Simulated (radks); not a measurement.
**As⁴⁺ in [Ar] 3d10 4s0.75 4d0.25: an all-electron calculation**

What are the levels of the arsenic ion As4+, how large are its shells, and how does its energy divide?

Method: scalar-relativistic Kohn-Sham, Wu-Cohen GGA, spin-polarised, spherical densities, finite nucleus; open shells are filled with parallel spins first. Code: radks (a radial shooting solver on a logarithmic mesh, Libxc functionals) version 1.

**1. The atom as given**

- element: arsenic (Z = 33)
- charge: +4
- electrons: 29
- configuration: [Ar] 3d10 4s0.75 4d0.25
- nuclear rms radius: 4.0968 fm

**2. The run**

Settings of this run:

```text
Z 33
configuration [Ar] 3d10 4s0.75 4d0.25 4p0 5s0 4f0 5d0
relativity scalar-relativistic
functional wc,pbe
spin polarised
nucleus finite rms 4.0968 fm
c 137.035999084
```

Command:

```bash
$ python run_ks.py task.json out
```

All runs below come from this command, one after another.

Q: Predict the outcome of this run.

**Answer**, as computed:

```
                        quantity                   value
                    total energy     -2256.15588 hartree
exchange-correlation share of it                  3.62 %
                            −T/E                  1.0193
          highest occupied level       4d up, -28.527 eV
    most extended occupied level  4d up, <r> = 2.50 bohr
 radius at density 0.001 e/bohr³               3.06 bohr
    maxima of the radial density                       3
```

4 principal shells are occupied and 3 maxima appear in the radial density; where shells overlap, one shows as a shoulder or not at all. Relativity lifts −T/E to 1.019. This is not the tabulated ground configuration, so its levels and sizes aren't those of the ground state, and no measured value stands beside it.
